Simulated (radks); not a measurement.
# Gd²⁺ in [Xe] 4f7 5d1: an all-electron calculation

Wanted: eigenvalues, radial structure and energy terms of the gadolinium ion Gd2+.

Method: scalar-relativistic Kohn-Sham, SCAN, spin-polarised, spherical densities, finite nucleus; open shells are filled with parallel spins first. Code: radks (a radial shooting solver on a logarithmic mesh, Libxc functionals) version 1.

### Step 1. Starting point

```
element            : gadolinium (Z = 64)
charge             : +2
electrons          : 62
configuration      : [Xe] 4f7 5d1
nuclear rms radius : 5.1569 fm
```

The outer shells:

Gd²⁺
```
[Xe] core
4f [↑ ][↑ ][↑ ][↑ ][↑ ][↑ ][↑ ]
5d [↑ ][  ][  ][  ][  ]
```

### Step 2. The run

The run's settings:

```text
Z 64
configuration [Xe] 4f7 5d1 6s0 6p0
relativity scalar-relativistic
functional scan,scan
spin polarised
nucleus finite rms 5.1569 fm
c 137.035999084
```

**Question.** What will this run give?

The runs gave:

| quantity | value |
| --- | --- |
| total energy | -11271.8079 hartree |
| exchange-correlation share of it | 2.22 % |
| −T/E | 1.0737 |
| highest occupied level | 5d up, -15.697 eV |
| most extended occupied level | 5d up, <r> = 2.31 bohr |
| radius at density 0.001 e/bohr³ | 3.66 bohr |
| maxima of the radial density | 4 |
| ionisation energy, NIST | 20.54 (semi-emp.) eV |

What this shows: The radial density shows 4 maxima for 5 occupied principal shells; where shells overlap, one shows as a shoulder or not at all. −T/E is 1.074: with relativity the kinetic term as defined here no longer equals −E. Minus the highest eigenvalue, 15.697 eV, is 76 % of the tabulated ionisation energy (20.54 eV); the potential of a semilocal functional falls off too fast, so its top eigenvalue is too shallow. Open shells are spherical and high-spin; term and fine-structure splittings are not resolved. Spin-orbit splitting is averaged out at the scalar-relativistic level.
